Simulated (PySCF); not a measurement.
# C4H7NSi: the cost of one run

The runs use PySCF 2.14.0, with density-fitted response routines of our own; the level of theory stands in each step. All values are computed, except where a source is named. Atoms are numbered from 0 throughout.

### Step 1. The molecule as given

13 atoms, charge 0, multiplicity 1; geometry from: GFN2-xTB. The atoms were then displaced at random by about 0.01 Å, so the start is not that level's minimum.

Bonds of the start (Å): Si0–N1 1.74, N1–C2 1.26, C2–C3 1.42, C3–C4 1.35, C4–C5 1.52, C5–C2 1.54, Si0–H6 1.45, Si0–H7 1.50, Si0–H8 1.43, C3–H9 1.07, C4–H10 1.09, C5–H11 1.08, C5–H12 1.07.

### Step 2. Optimising the geometry at PBE0-D3(BJ)/def2-SVP

What the job is given:

```
{"job": {"xc": "PBE0", "basis": "def2-SVP", "d3": "d3bj", "grid": 1, "shake": 0.01, "kind": "geom"}, "charge": 0, "multiplicity": 1}
Si     2.391980     0.462510    -0.253100
N      0.926050    -0.309510    -0.782320
C     -0.258500    -0.325010    -0.360590
C     -1.436500    -0.992020    -0.781010
C     -2.185250    -0.461460     0.211540
C     -1.028780     0.320660     0.809840
H      2.806540    -0.051550     1.037120
H      2.210340     1.942880    -0.132290
H      3.321360     0.170010    -1.296410
H     -1.696630    -1.665030    -1.577820
H     -3.220020    -0.527590     0.535750
H     -1.096140     1.402590     0.783520
H     -0.728620     0.016640     1.795450
```

Command:

```bash
$ OMP_NUM_THREADS=1 python probes_run.py task.json out
```

This one command runs all jobs of the session in turn.

**Question.** How long does this first job take on 1 thread of Arm Neoverse V1, shared host, and how much memory does it need?

About 74 s, with a peak of 0.5 GiB.
